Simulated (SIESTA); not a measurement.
Bi:

```
CELL_PARAMETERS angstrom
5.54006 -3.40406 0.00000
5.54006 3.40406 0.00000
0.00000 0.00000 6.90393
ATOMIC_POSITIONS crystal
Bi 0.16689 0.83311 0.66697
Bi 0.83311 0.16689 0.33303
Bi 0.33311 0.66689 0.16697
Bi 0.66689 0.33311 0.83303
Bi 0.79600 0.79600 0.00000
Bi 0.29600 0.29600 0.50000
Bi 0.20400 0.20400 0.00000
Bi 0.70400 0.70400 0.50000
```

This isn't the form of Bi at room conditions, which is rhombohedral.

- Program: SIESTA 5.4.2
- Task: single point
- Functional: PBEsol
- Potentials or basis: PseudoDojo 0.4 standard (PBEsol files)
- Basis: DZP (energy shift 0.003 Ry; two zetas on semicore shells)
- Grid cutoff: 500 Ry
- Energy shift: 0.003 Ry
- k mesh: 5 × 5 × 4
- Occupations: fermi-dirac, width 0.05 eV
- Spin: no spin polarisation

On this cell: pressure -1.6 GPa; largest force 0.067 eV/Å; band gap on the k mesh none (metal or under the smearing width).

The same run follows on a disturbed copy (atoms moved at random, drawn with an rms of 0.05 Å):

```xyz
8
Lattice="5.5401 -3.4041 0.0000 5.5401 3.4041 0.0000 0.0000 0.0000 6.9039" Properties=species:S:1:pos:R:3 pbc="T T T"
Bi    5.5285    2.2604    4.6083
Bi    5.5688   -2.2983    2.3002
Bi    5.5187    1.2216    1.1628
Bi    5.5915   -1.1147    5.7290
Bi    8.8427   -0.0211    0.0258
Bi    3.2981    0.0009    3.4736
Bi    2.2609   -0.0384   -0.0325
Bi    7.8413   -0.0429    3.4522
```

Question: What does the disturbed cell give?

Answer: The energy (extrapolated to zero smearing) moves by +2.6 meV/atom; pressure -1.6 GPa; largest force 0.291 eV/Å; band gap on the k mesh none (metal or under the smearing width).

Forces on the atoms (eV/Å):
```
Bi   0.027 -0.018  0.053
Bi   0.036  0.192 -0.063
Bi   0.041 -0.287  0.024
Bi  -0.007 -0.025  0.096
Bi  -0.146  0.069 -0.024
Bi  -0.080 -0.029 -0.032
Bi   0.139  0.054  0.009
Bi  -0.009  0.043 -0.063
```

Stress tensor (GPa, compression positive):
```
-1.07  0.03  0.09
 0.03 -1.78 -0.02
 0.09 -0.02 -1.84
```

Caveats: spin-orbit coupling is left out, which moves the levels of the heavy elements; the basis of atomic orbitals isn't converged, which shifts pressures, moduli and gaps.
